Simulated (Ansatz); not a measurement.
# MgS: a single-point run

Aim: a sound single-point run of MgS. The structure is shown as the input types it.

Program: Ansatz 0.2.0. Level of theory: density functional or hybrid calculation with the settings of its input, plane waves (as first typed). These are calculated values, not measurements.

## 1. The system as given

The structure is cubic, space group Fm-3m (No. 225). The conventional cell has a = 5.203 Å, b = 5.203 Å, c = 5.203 Å, α = 90.00°, β = 90.00°, γ = 90.00°. Mg (site symmetry m-3m) has 6 S at 2.60 Å as nearest neighbours. S (site symmetry m-3m) has 6 Mg at 2.60 Å as nearest neighbours.

The input asks for a charge of +2 e on the cell.

Structure file:

```cif
data_structure
_symmetry_space_group_name_H-M 'P 1'
_symmetry_Int_Tables_number 1
_cell_length_a 3.6791
_cell_length_b 3.6791
_cell_length_c 3.6791
_cell_angle_alpha 60.000
_cell_angle_beta 60.000
_cell_angle_gamma 60.000
_cell_volume 35.21
loop_
_atom_site_label
_atom_site_type_symbol
_atom_site_fract_x
_atom_site_fract_y
_atom_site_fract_z
_atom_site_occupancy
Mg1 Mg 0.00000 0.00000 0.00000 1
S1 S 0.50000 0.50000 0.50000 1
```

## 2. The calculation

Contents of input.yaml:

```yaml
crystal:
  lattice:
    - [0.0, 2.6015179373, 2.6015179373]
    - [2.6015179373, 0.0, 2.6015179373]
    - [2.6015179373, 2.6015179373, 0.0]
  atoms:
    - { symbol: Mg, position: [0.0, 0.0, 0.0] }
    - { symbol: S, position: [0.5, 0.5, 0.5] }
kpoints:
  mp_grid: { grid: [6, 6, 6] }
hamiltonian:
  xc: r2scan
scf:
  occupations: { method: fixed }
  n_extra_bands: 4
  max_iter: 99
output:
  forces: true
  stress: true
  eigenvalues: true
total_charge: 2
```

Run with:

```bash
> ansatz run input.yaml --threads 4 --pin off --max-ram 3686MiB --backend cpu --events-out ev --progress --plain --runs-dir out
```

Q: Will this input give a usable result? If not, why, and what should change?

This run ends as converged, with warnings (band overlap at count, metallic iterate, unresolved pair at count). It gives a pressure of 30 GPa, which is large; a structure far from rest gives such values too, whatever the setting.

Look at the input: total_charge is 2. With this charge the calculation describes a differently charged system.

Run again and compare: delete total_charge (the default then holds).
